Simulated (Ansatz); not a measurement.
Working through an all-electron LAPW single point of W, space group Im-3m

With the Python package of Ansatz (0.2.0).

Interactive session:
```pycon
>>> import ansatz
>>> from pymatgen.core import Structure
>>> TOLERANCE = 1e-08
>>> KGRID = (11, 11, 11)
>>> SMEARING = "Fermi-Dirac"
>>> SMEARING_WIDTH = 0.1
>>> lattice = ansatz.Lattice.of(
...     (-1.582345, 1.582345, 1.582345),
...     (1.582345, -1.582345, 1.582345),
...     (1.582345, 1.582345, -1.582345),
... )
>>> sites = [
...     ("W", (0.0, 0.0, 0.0)),
... ]
>>> xtal = ansatz.Crystal(lattice=lattice)
>>> for symbol, position in sites:
...     xtal = xtal.atom(symbol, position)
...
>>> xtal.resolved().tree()["lattice"]
((-1.582345, 1.582345, 1.582345), (1.582345, -1.582345, 1.582345), (1.582345, 1.582345, -1.582345))
>>> setup = (
...     xtal.calculation()
...     .functional(ansatz.Functional.LDA)
...     .scf(tolerance=TOLERANCE)
...     .kpoints(*KGRID)
...     .occupations(SMEARING, width=SMEARING_WIDTH)
...     .pseudopotentials("all_electron", lapw=True)
...     .forces()
... )
>>> res = setup.run(threads=1)

>>> report = res.report
>>> report["converged"], report["free_energy_ev"]
(True, -438947.4010864609)
>>> {key: value for key, value in report.items() if isinstance(value, (int, float)) and "ev" in key}
{'n_hpsi_unsolved_levels': 604, 'gap_by_band_count_ev': -5.56628020560337, 'fermi_energy_ev': 28.808623642572645, 'harris_foulkes_ev': -438947.40108646365, 'scf_correction_max_component_ev_ang': 2.2807592192786733e-47, 'free_energy_ev': -438947.4010864609, 'internal_energy_ev': -438947.37856221665, 'lagrangian_ev': -438947.4010864609, 'energy_sigma0_ev': -438947.3898243388, 'lagrangian_sigma0_ev': -438947.3898243388, 'lagrangian_above_aufbau_ev': -0.011878832733210326, 'entropy_ts_ev': 0.022524244254978718}
>>> print(f"free energy      {report['free_energy_ev']:.5f} eV")
free energy      -438947.40109 eV
>>> print(f"per atom         {report['free_energy_ev'] / len(res.lattice.sites):.5f} eV")
per atom         -438947.40109 eV
>>> print(f"SCF iterations   {report['n_iterations']}  (converged: {report['converged']})")
SCF iterations   8  (converged: True)
>>> final = Structure(res.lattice.cell_ang, [s.symbol for s in res.lattice.sites], [s.position_frac for s in res.lattice.sites])
>>> for index, (site, neighbours) in enumerate(zip(final, final.get_all_neighbors(5.5))):
...     first = min(n.nn_distance for n in neighbours)
...     shell = [n for n in neighbours if n.nn_distance < 1.2 * first]
...     mean = sum(n.nn_distance for n in shell) / len(shell)
...     print(f"atom {index} {site.specie.symbol}: {len(shell)} neighbours within 1.2 of the shortest distance, mean {mean:.3f} A")
...
atom 0 W: 14 neighbours within 1.2 of the shortest distance, mean 2.922 A
>>> print("forces (eV/A)")
forces (eV/A)
>>> for site, force in zip(res.lattice.sites, report["forces_ev_ang"]):
...     print(f"  {site.symbol:2s} {force[0]:9.4f} {force[1]:9.4f} {force[2]:9.4f}")
...
  W    -0.0000    0.0000   -0.0000
>>> errors = report["lapw_basis_errors"]
>>> print(f"estimated basis error {1000 * errors['total_ev_per_atom']:.3f} meV/atom, target {1000 * errors['basis_error_target_ev_per_atom']:.3f}")
estimated basis error 0.063 meV/atom, target 0.250
>>> for sphere in errors["spheres"]:
...     print(f"  {sphere['species']:2s} muffin-tin radius {sphere['muffin_tin_radius_ang']:.3f} A, core shells {sphere['core_shells']}")
...
  W  muffin-tin radius 1.370 A, core shells 7
```

All-electron totals depend on functional, relativistic treatment and basis; only differences at equal settings carry meaning. The mesh is modest for a metal, so energies can be off by several to tens of meV an atom and pressures by half a GPa or more; differences at equal mesh fare better. An absolute Fermi energy rests on an arbitrary zero of the periodic potential and has no direct meaning. A gap by band count of zero or less means overlapping bands, a metal. Levels are Kohn-Sham eigenvalues on this mesh, without spin-orbit coupling. Hardware and time: 11 s on 1 thread of Intel(R) Xeon(R) Platinum 8488C (Sapphire Rapids) (shared host), peak memory 0.42 GiB.

(Lines on the test bed's own set-up are left out of the output.)
